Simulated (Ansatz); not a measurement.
# MnS (Fm-3m) in Ansatz: further runs

The runs below take MnS through relaxation of cell and atoms, with RPBE+D3(BJ), PBEsol, PBEsol+D3(BJ).

All numbers are computed with Ansatz 0.2.0; they aren't measurements. Logs are shortened: lines on timing, memory, paths and dates and some standing lists are left out, and cuts for length are marked.

## (1) The crystal as given

It takes space group Fm-3m (No. 225, cubic). Conventional cell: a = 5.209 Å, b = 5.209 Å, c = 5.209 Å, α = 90.00°, β = 90.00°, γ = 90.00°. Mn (site symmetry m-3m) is surrounded by 6 S at 2.60 Å. Around S (site symmetry m-3m) lie 6 Mn at 2.60 Å.

## (2) Relaxation of cell and atoms, RPBE+D3(BJ), collinear spin, ferromagnetic start

input.yaml

```yaml
crystal:
  lattice:
    - [0.0, 2.6045, 2.6045]
    - [2.6045, 0.0, 2.6045]
    - [2.6045, 2.6045, 0.0]
  atoms:
    - { symbol: Mn, position: [0.0, 0.0, 0.0], spin: 4.0 }
    - { symbol: S, position: [0.5, 0.5, 0.5] }
kpoints:
  mp_grid: { grid: [9, 9, 9] }
scf:
  occupations: { method: fermi_dirac, width: 0.05 }
hamiltonian:
  xc: rpbe
  dispersion: d3bj
  pseudopotentials: { kind: all_electron, lapw: { basis_error: 0.001 } }
magnetization:
  spin_polarized: true
output:
  forces: true
  stress: true
relax:
  f_tol: 0.02
  max_steps: 60
  cell: {}
```

Potentials or basis: all-electron LAPW, scalar-relativistic.

Launch:

```bash
> ansatz run input.yaml --threads 2 --pin off --max-ram 6144MiB --backend cpu --events-out ev --progress --plain --runs-dir out
```

Output:

```text
Warning: RAYON_NUM_THREADS=2 ignored (pool sized by the plan → 2); use --threads N
The last accepted step is kept in <dir> (removed where the run ends without a failure and the disk answers)
LAPW: plane waves up to 7.782 Å⁻¹, error target 1.0e-3 eV per atom; small_component_spin mean_spin; S in spheres of 1.130 Å, 14 of its electrons in bands, Dirac shells []; Mn in spheres of 1.397 Å, 15 of its electrons in bands, Dirac shells [] (how accurate: hamiltonian.pseudopotentials.lapw.basis_error, Limitations)
Engine: ansatz 0.2.0, aarch64-unknown-linux-gnu
Pseudopotentials: kind: all_electron
Pseudopotential: Mn, LAPW, valence charge 15, lapw/all_electron/scalar/gaussian/Mn, Koelling and Harmon's equation, gaussian nucleus
Pseudopotential: S, LAPW, valence charge 14, lapw/all_electron/scalar/gaussian/S, Koelling and Harmon's equation, gaussian nucleus
Functional definition: RPBE
  parameter kappa = 0.804
  parameter beta = 0.06672455060314922
  exchange = rpbe_x(kappa = kappa, mu = beta*pi^2/3)
  correlation = pbe_c(beta = beta)
Crystal: 2 atoms, lattice volume = 35.335 Å³
Basis set: ecut = 230.72184446523704 eV, 283 PW (Γ), exchange–correlation at level 2
Bands: 21, of which v1, the nominal top of the filled ones, is band 15 counted from 1 (14 counted from 0)
Symmetry: 48 space group operations
Space group: Fm-3m (ITA 225), of the structure as read, at distance tolerance 3.3e-5 Å
Magnetic group: BNS 225.116 (UNI 1618), of the structure as read, at distance tolerance 3.3e-5 Å
k-points: 35 of 729
Non-local potential: Mn, projectors of the file, none
Non-local potential: S, projectors of the file, none
Initial density: superposition of atomic densities (chi_scale 0.1, normalization cell, long waves kept (reshape's long-wave potential 0.00 eV rms))
Starting moments: Σ|m| = 4 μB on 1 of 2 sites
Initial wavefunctions: plane waves of lowest kinetic energy (no species holds an atomic orbital)
Functional: x = rpbe, c = pbe(β = 0.06672455060314922)
iter 1 solved again at ethr=1.04e-3 eV; its pass at ethr=1.00e-1 eV (dr2=3.02e-1 eV) is discarded
SCF iter   1: F=—  HF=-42403.209719 eV  |F-HF|=—  |Δ(HF+E_count)|=         —  Δρ=1.66e-2 (↑1.44e-2 ↓1.66e-2)  dr2=3.02e-1  dr2_m=3.70e-2  M=4.482 μB ∫|m|=4.482 μB  β_m=0.30  ethr=1.04e-3  ⟨swp⟩=2.1  Hψ=9770  notcnv=0
Mixer restart at iter 1: flushing history
preconditioner: auto → Kerker (q_TF=auto, 2.640 Å⁻¹)  [metal: Δε(μ)=0.048 eV  Ē_g=9.293 eV  σ=0.050 eV  W_gap=0.23  n_scr=14 (ndim 8)  ℏωp=22.5 eV  f_vac=0.000  D(μ)=1.50/eV (n_scr^D=14)]
spin=Collinear: Kerker preconditioning applied to the charge; magnetization (m = ρ↑ − ρ↓) channel mixes plain (no charge-response kernel on spin).
SCF iter   2: F=—  HF=-42403.339259 eV  |F-HF|=—  |Δ(HF+E_count)|=   1.30e-1  Δρ=1.43e-2 (↑1.19e-2 ↓1.43e-2)  dr2=2.26e-1  dr2_m=2.59e-2  M=4.558 μB ∫|m|=4.558 μB  β_m=0.65  ethr=1.04e-3  ⟨swp⟩=2.0  Hψ=4427  notcnv=0
iter 3 solved again at ethr=2.10e-5 eV; its pass at ethr=7.81e-4 eV (dr2=6.10e-3 eV) is discarded
SCF iter   3: F=—  HF=-42403.560415 eV  |F-HF|=—  |Δ(HF+E_count)|=         —  Δρ=3.19e-3 (↑3.19e-3 ↓2.14e-3)  dr2=6.09e-3  dr2_m=6.14e-4  M=4.748 μB ∫|m|=4.748 μB  β_m=0.65  ethr=2.10e-5  ⟨swp⟩=2.0  Hψ=7385  notcnv=0
Mixer restart at iter 3: flushing history
SCF iter   4: F=—  HF=-42403.561548 eV  |F-HF|=—  |Δ(HF+E_count)|=         —  Δρ=3.91e-3 (↑3.49e-3 ↓3.91e-3)  dr2=3.62e-2  dr2_m=6.68e-5  M=4.750 μB ∫|m|=4.751 μB  β_m=0.65  ethr=2.10e-5  ⟨swp⟩=3.0  Hψ=4887  notcnv=0
Mixer restart at iter 4: flushing history
SCF iter   5: F=—  HF=-42403.557188 eV  |F-HF|=—  |Δ(HF+E_count)|=   4.36e-3  Δρ=2.20e-3 (↑2.20e-3 ↓1.49e-3)  dr2=4.33e-3  dr2_m=1.45e-4  M=4.761 μB ∫|m|=4.761 μB  β_m=0.48  ethr=2.10e-5  ⟨swp⟩=3.0  Hψ=4881  notcnv=0
SCF iter   6: F=—  HF=-42403.515356 eV  |F-HF|=—  |Δ(HF+E_count)|=   4.18e-2  Δρ=1.34e-3 (↑1.12e-3 ↓1.34e-3)  dr2=3.47e-3  dr2_m=4.70e-5  M=4.763 μB ∫|m|=4.763 μB  β_m=0.74  ethr=1.49e-5  ⟨swp⟩=2.7  Hψ=4681  notcnv=0
SCF iter   7: F=—  HF=-42403.517112 eV  |F-HF|=—  |Δ(HF+E_count)|=         —  Δρ=8.69e-4 (↑5.67e-4 ↓8.69e-4)  dr2=4.74e-4  dr2_m=1.16e-4  M=4.770 μB ∫|m|=4.770 μB  β_m=0.57  ethr=1.20e-5  ⟨swp⟩=3.0  Hψ=4461  notcnv=0
the basis was enlarged: its passes take 2.8 MiB over the memory plan, 2 of 2 planned eigensolver slots
SCF iter   8: F=—  HF=-42403.517218 eV  |F-HF|=—  |Δ(HF+E_count)|=   1.06e-4  Δρ=2.69e-4 (↑2.48e-4 ↓2.69e-4)  dr2=3.34e-6  dr2_m=2.06e-5  M=4.768 μB ∫|m|=4.768 μB  β_m=0.78  ethr=1.64e-6  ⟨swp⟩=2.5  Hψ=4108  notcnv=0
[... 145 lines left out ...]
SCF iter   2: F=—  HF=-42403.936659 eV  |F-HF|=—  |Δ(HF+E_count)|=   4.36e-8  Δρ=5.41e-6 (↑4.31e-6 ↓5.41e-6)  dr2=1.51e-9  dr2_m=6.58e-9  M=4.429 μB ∫|m|=4.431 μB  β_m=0.59  ethr=5.20e-12  ⟨swp⟩=2.0  Hψ=6826  notcnv=0
SCF iter   3: F=-42403.936659 eV  HF=-42403.936659 eV  |F-HF|=1.23e-8  |Δ(HF+E_count)|=   3.04e-9  Δρ=1.80e-6 (↑1.80e-6 ↓1.12e-6)  dr2=5.54e-10  dr2_m=5.58e-10  M=4.429 μB ∫|m|=4.431 μB  ethr=5.20e-12  ⟨swp⟩=3.0  Hψ=4224  notcnv=0
WARN: dispersion: an atom stands within reach of a switch of its C6 between two reference coordination numbers of its element: through that C6 alone, e_disp changes by 0.025 eV or more while the distances to its neighbours run over a stretch of 0.05 Å that contains this geometry (sites counted from 0 in the run's list of atoms or, in a supercell that it derives, in that cell's: here a list of 2) — site 0 (Mn): coordination number 5.684 (about 5.33 to 6.04 with every neighbour 0.05 Å farther or nearer), switch near 5.763 between the references 1.641 (weight 0.99) and 9.885 (weight 0.01), e_disp changing by some 1.31 eV. This is how the published method behaves, and the energy and the forces stay consistent. Where you compare this geometry's total energy with another's, compare their components.e_disp too, and, where the geometries are yours to choose, keep both on one side of the switch, which a site's coordination number tells: a relaxation that ends in reach of it can search the other side under relax.adjacent_minimum: search, except where no move that the cell, the constraints and the symmetry allow carries the atom there
SCF 10 converged in 3 iterations: F = -42403.936659 eV  dr2 = 5.54e-10
relax step  10: F+E_penalty+E_count = -42403.93665889 eV  Δ(F+E_penalty+E_count) = -1.773e-5 eV  max|allowed force component| = 9.450e-31 eV/Å  Δτ_max = 0.0000 Å  P = -0.281 GPa  Ω = 31.580 Å³  (3 SCF iters, accepted)
Crystal: 2 atoms, lattice volume = 31.579 Å³
Basis set: ecut = 248.6695772578139 eV, 283 PW (Γ), exchange–correlation at level 2
iter 1 solved again at ethr=7.18e-12 eV; its pass at ethr=1.00e-1 eV (dr2=2.08e-9 eV) is discarded
SCF iter   1: F=—  HF=-42403.936660 eV  |F-HF|=—  |Δ(HF+E_count)|=         —  Δρ=1.34e-6 (↑7.97e-7 ↓1.34e-6)  dr2=1.53e-9  dr2_m=1.42e-10  M=4.429 μB ∫|m|=4.430 μB  β_m=0.65  ethr=7.18e-12  ⟨swp⟩=4.0  Hψ=7455  notcnv=0
SCF iter   2: F=-42403.936660 eV  HF=-42403.936660 eV  |F-HF|=9.25e-9  |Δ(HF+E_count)|=  7.28e-12  Δρ=1.04e-6 (↑1.04e-6 ↓7.81e-7)  dr2=1.65e-9  dr2_m=1.46e-11  M=4.429 μB ∫|m|=4.430 μB  ethr=5.28e-12  ⟨swp⟩=2.9  Hψ=4208  notcnv=0
WARN: dispersion: an atom stands within reach of a switch of its C6 between two reference coordination numbers of its element: through that C6 alone, e_disp changes by 0.025 eV or more while the distances to its neighbours run over a stretch of 0.05 Å that contains this geometry (sites counted from 0 in the run's list of atoms or, in a supercell that it derives, in that cell's: here a list of 2) — site 0 (Mn): coordination number 5.684 (about 5.33 to 6.04 with every neighbour 0.05 Å farther or nearer), switch near 5.763 between the references 1.641 (weight 0.99) and 9.885 (weight 0.01), e_disp changing by some 1.31 eV. This is how the published method behaves, and the energy and the forces stay consistent. Where you compare this geometry's total energy with another's, compare their components.e_disp too, and, where the geometries are yours to choose, keep both on one side of the switch, which a site's coordination number tells: a relaxation that ends in reach of it can search the other side under relax.adjacent_minimum: search, except where no move that the cell, the constraints and the symmetry allow carries the atom there
SCF 11 converged in 2 iterations: F = -42403.936660 eV  dr2 = 1.65e-9
relax step  11: F+E_penalty+E_count = -42403.93665993 eV  Δ(F+E_penalty+E_count) = -1.043e-6 eV  max|allowed force component| = 1.615e-30 eV/Å  Δτ_max = 0.0000 Å  P = -0.009 GPa  Ω = 31.579 Å³  (2 SCF iters, accepted)
iter 1 solved again at ethr=1.25e-12 eV; its pass at ethr=1.00e-1 eV (dr2=3.62e-10 eV) is discarded
SCF iter   1: F=—  HF=-42403.936662 eV  |F-HF|=—  |Δ(HF+E_count)|=         —  Δρ=9.34e-7 (↑9.34e-7 ↓4.94e-7)  dr2=3.62e-10  dr2_m=1.09e-10  M=4.429 μB ∫|m|=4.430 μB  β_m=0.65  ethr=2.41e-12 (applied; sched 1.25e-12)  ⟨swp⟩=3.0  Hψ=7350  notcnv=0
preconditioner: auto → none  [metal: Δε(μ)=0.009 eV  Ē_g=10.173 eV  σ=0.050 eV  W_gap=0.04  n_scr=0 (ndim 8)  ℏωp=23.8 eV  f_vac=0.000  D(μ)=1.10/eV (n_scr^D=14)]
SCF iter   2: F=—  HF=-42403.936662 eV  |F-HF|=—  |Δ(HF+E_count)|=   1.84e-8  Δρ=4.52e-7 (↑4.52e-7 ↓3.52e-7)  dr2=3.30e-10  dr2_m=1.22e-12  M=4.429 μB ∫|m|=4.430 μB  β_m=0.37  ethr=2.88e-12 (applied; sched 1.25e-12)  ⟨swp⟩=3.0  Hψ=4268  notcnv=0
iter 3 solved again at ethr=1.00e-12 eV; its pass at ethr=1.14e-12 eV (dr2=3.92e-12 eV) is discarded
SCF iter   3: F=-42403.936662 eV  HF=-42403.936662 eV  |F-HF|=3.05e-9  |Δ(HF+E_count)|=  8.80e-10  Δρ=1.81e-7 (↑1.19e-7 ↓1.81e-7)  dr2=3.91e-12  dr2_m=6.20e-12  M=4.429 μB ∫|m|=4.430 μB  ethr=1.85e-12 (applied; sched 1.00e-12)  ⟨swp⟩=2.0  Hψ=6767  notcnv=0
WARN: dispersion: an atom stands within reach of a switch of its C6 between two reference coordination numbers of its element: through that C6 alone, e_disp changes by 0.025 eV or more while the distances to its neighbours run over a stretch of 0.05 Å that contains this geometry (sites counted from 0 in the run's list of atoms or, in a supercell that it derives, in that cell's: here a list of 2) — site 0 (Mn): coordination number 5.684 (about 5.33 to 6.04 with every neighbour 0.05 Å farther or nearer), switch near 5.763 between the references 1.641 (weight 0.99) and 9.885 (weight 0.01), e_disp changing by some 1.31 eV. This is how the published method behaves, and the energy and the forces stay consistent. Where you compare this geometry's total energy with another's, compare their components.e_disp too, and, where the geometries are yours to choose, keep both on one side of the switch, which a site's coordination number tells: a relaxation that ends in reach of it can search the other side under relax.adjacent_minimum: search, except where no move that the cell, the constraints and the symmetry allow carries the atom there
SCF 12 converged in 3 iterations: F = -42403.936662 eV  dr2 = 3.91e-12
relax step  12: F+E_penalty+E_count = -42403.93666202 eV  Δ(F+E_penalty+E_count) = -2.091e-6 eV  max|allowed force component| = 1.027e-30 eV/Å  Δτ_max = 0.0000 Å  P = -0.009 GPa  Ω = 31.579 Å³  stress off target by 9.05e-3 GPa  SCF on the basis re-selected at this cell (its energy is not comparable with the rows above)  (3 SCF iters)
basis re-selected at this cell: Δ(F+E_penalty+E_count) = -2.091e-6 eV, ΔP = -0.000 GPa vs the last step (what re-selecting the basis moved, after the strain that the cell walked since its last selection, with what the two solves' SCF thresholds leave and, on support functions, any second-order correction that the steps lacked; it is no measure of the basis error at this ecutwfc). This SCF's stress stands 9.05e-3 GPa from its target on what of the cell is left free (relax.cell.stress_tol is 5.00e-2 GPa) and its largest allowed force component is 1.03e-30 eV/Å (relax.f_tol is 2.00e-2 eV/Å): within both
SCF converged after 3 iterations
Magnetization: 4.4286 μB (16.7143 up, 12.2857 down)
Absolute magnetization: 4.4304 μB (∫|ρ↑−ρ↓|)
Spin contamination: 0.0426 ħ² per cell (⟨S²⟩ above its minimum at these occupations)
Per-site moments (μB) at R_I (Å): [(4.164653735901069, 1.3452449307892345), (0.11182148856356022, 1.0882425650039702)]
Free energy (F): -42403.936662 eV
Harris-Foulkes:  -42403.936662 eV  (|F-HF|=3.05e-9)
Internal energy: -42403.927288 eV  (E = F + TS)
E sigma→0 (E₀):  -42403.931975 eV
Entropy (-TS):   -0.009374 eV (-4.687 meV/atom)
Fermi energy:    12.901444 eV
--- Per-component energies (eV) ---
  E_band       = -1465.613273
  E_kinetic    = 42851.970552
  E_xc         = -2133.422009
  E_electrostatic = -83118.503865  (all electrons and nuclei)
  E_disp       = -3.971966  (pairwise vdW)
  E_smearing   = -0.009374  (= −TS)
  E_closure    = 0.000000  (closes the sum)
  E_atoms      = -42386.227982  (free atoms, spherical and without spin; not in F)
  Σ components = -42403.936662   (vs F -42403.936662, Δ=0.00e0)
  Basis errors (estimates in eV, not in F): energy 4.5e-4 per atom: plane waves 4.2e-4 (2.3e-4 summed), levels above the bands 4.3e-63, relativity 2.9e-8, radial functions 3.6e-5, core shells 1.3e-9; eigenvalues (radial functions only) 1.2e-6; not estimated: angular momenta, meshes, grids; target (lapw.basis_error) 1.0e-3; muffin-tin radii S 1.088 Å, Mn 1.345 Å
--- Forces (eV/Å), atoms counted from 1 ---
  atom   1  Mn    -0.00000000     0.00000000    -0.00000000
  atom   2  S      0.00000000    -0.00000000     0.00000000
  max |Σ_I F_I| component: 1.63e-30 eV/Å
--- Stress (GPa, compression-positive) ---
       -0.009053      -0.000000      -0.000000
       -0.000000      -0.009053      -0.000000
       -0.000000      -0.000000      -0.009053
  P = ⅓ Tr σ = -0.0091 GPa (-0.091 kbar)
--- Relaxed structure (11 steps of the walk, 7 accepted, 1 SCFs on fresh bases) ---
  F+E_penalty+E_count = -42403.93666202 eV   max|allowed force component| = 1.027e-30 eV/Å   (the final SCF, on the basis selected at the relaxed cell)
  cell:  # Å, volume = 31.5793 Å³
    - [-3.599203614484426e-33, 2.508750033046387, 2.508750033046387]
    - [2.508750033046387, -1.766461981718674e-33, 2.508750033046387]
    - [2.508750033046387, 2.508750033046387, 1.2499584518196993e-33]
  atoms:
    - { symbol: Mn, position: [6.552010655545648e-48, -6.572534861420804e-48, -8.445710717626713e-48] }
    - { symbol: S, position: [0.5, 0.5, 0.5] }
```

Run time: 78 s. Hardware: 2 threads of Arm Neoverse V1, shared host; peak memory 0.41 GiB.

What came out:

| Property | Result |
| --- | --- |
| Free energy | -42403.9367 eV |
| Relaxed volume | 15.79 Å³/atom |
| Relaxed cell | a = 3.548 Å, b = 3.548 Å, c = 3.548 Å, α = 60.00°, β = 60.00°, γ = 60.00° |
| Space group after relaxing (to 0.05 Å) | Fm-3m (No. 225) |
| Energy gained by relaxing | 209.7 meV/atom |
| Ionic steps | 8 |
| Pressure after relaxing | 0.0 GPa |
| Net moment | 4.43 μB per cell |
| Absolute moment | 4.43 μB per cell |
| Site moments | Mn +4.16; S +0.11 μB |

The path:
```tsv
step	energy change (eV)	largest force (eV/Å)	volume (Å³)
1	0.0000	0.0000	35.33
2	-0.2854	0.0000	32.87
3	-0.4180	0.0000	31.63
4	-0.4192	0.0000	31.60
5	-0.4194	0.0000	31.57
6	-0.4194	0.0000	31.58
7	-0.4194	0.0000	31.58
8	-0.4194	0.0000	31.58
```

Final structure:
```xyz
2
Lattice="0.0000 2.5088 2.5088 2.5088 0.0000 2.5088 2.5088 2.5088 0.0000" Properties=species:S:1:pos:R:3 pbc="T T T"
Mn    0.0000    0.0000    0.0000
S     2.5088    2.5088    2.5088
```

Caveat: the volume moved by -11 % from the deposited cell, more than functionals usually miss; a cell with one magnetic atom can't hold antiferromagnetic order, which such compounds often take.

[end of part 1 of 2]
